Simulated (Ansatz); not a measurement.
This was printed by a script on the Ansatz DFT code, driven from Python, for a single point of Li3Pt, space group Fm-3m. What did the script look like? Settings: LDA, PAW, cutoff 320 eV, 5×5×5 k-points, Gaussian smearing of 0.1 eV.

Contents of `li3pt.vasp`:
```text
Li3Pt
1.0
   0.00000000    3.00740622    3.00740622
   3.00740622    0.00000000    3.00740622
   3.00740622    3.00740622    0.00000000
Li Pt
3 1
Direct
   0.25000000    0.25000000    0.25000000
   0.75000000    0.75000000    0.75000000
   0.50000000    0.50000000    0.50000000
   0.00000000    0.00000000    0.00000000
```

Running `python run_scf.py` prints:
```text
DeckWarning: basis.ecutwfc = 320 eV is below the records' recommended 420 eV, and the density's cutoff is lower with it unless basis.ecutrho_ratio is high enough to keep the records' density cutoff: compare with a run at a higher cutoff
free energy      -12851.40221 eV
per atom         -3212.85055 eV
SCF iterations   7  (converged: True)
Bader charge Li +0.803 e
Bader charge Li +0.803 e
Bader charge Li +0.818 e
Bader charge Pt -2.424 e
pressure -2.645 GPa
[[-2.645  0.     0.   ]
 [ 0.    -2.645  0.   ]
 [ 0.     0.    -2.645]]
largest force 0.0000 eV/A on atom 0
[[-0.  0.  0.]
 [-0.  0. -0.]
 [ 0. -0.  0.]
 [-0.  0. -0.]]
```
(Warnings from the package without file and line.)

The script that was run (others could print the same):

Script `run_scf.py`:
```python
"""Ground state of Li3Pt at the given structure."""

import json

import ansatz as az
from ase.io import read
import numpy as np


def main() -> None:
    atoms = read("li3pt.vasp", format="vasp")
    system = az.Crystal.from_ase(atoms)

    # settings of the run
    calc = (
        system.calculation()
        .functional("LDA")
        .occupations(az.OccupationsMethod.GAUSSIAN)
        .pseudopotentials("paw")
        .eigensolver("davidson")
        .kpoints(5, 5, 5)
        .basis(320, xc_grid=3)
        .accuracy("high")
        .compute(bader_charges=True, stress=True, forces=True)
    )
    out = calc.run(threads=1, backend="cpu")
    report = out.report

    print(f"free energy      {report['free_energy_ev']:.5f} eV")
    print(f"per atom         {report['free_energy_ev'] / len(out.lattice.sites):.5f} eV")
    print(f"SCF iterations   {report['n_iterations']}  (converged: {report['converged']})")

    charges = out.bader_charges()
    for atom in charges.atoms:
        print(f"Bader charge {atom.symbol:2s} {atom.partial_charge_e:+.3f} e")

    keep = ["free_energy_ev", "energy_sigma0_ev", "fermi_energy_ev", "n_iterations", "converged", "magnetization_mub", "n_kpoints"]
    with open("li3pt.json", "w") as handle:
        json.dump({key: report[key] for key in keep}, handle, indent=1)

    # pressure is a third of the trace
    stress = np.array(report["stress_gpa"])
    print(f"pressure {np.trace(stress) / 3:.3f} GPa")
    print(np.round(stress, 3) + 0.0)

    # forces in eV per angstrom
    forces = np.array(report["forces_ev_ang"])
    norms = np.linalg.norm(forces, axis=1)
    print("largest force {:.4f} eV/A on atom {}".format(norms.max(), norms.argmax()))
    print(np.array2string(forces, precision=4, suppress_small=True))


if __name__ == "__main__":
    main()
```

Caveats:
- The settings weren't tested for convergence.
- The cutoff lies under the one recommended for these potentials.
- The run is spin-unpolarised.
- Under the recommended cutoff a pressure can be off by several GPa, even in sign.
- For a metal this k-point mesh is coarse: on a finer one energies can move by several to tens of meV an atom and pressures by half a GPa or more, differences at one mesh by less.
- Pressure is positive in compression.
- Spin-orbit coupling, which matters for elements this heavy, is left out.
- The structure comes from a database of computed cells and needn't be a stable or known phase.
- Cost: about 17 core-seconds.

(Lines on the test bed's own set-up are left out of the output.)
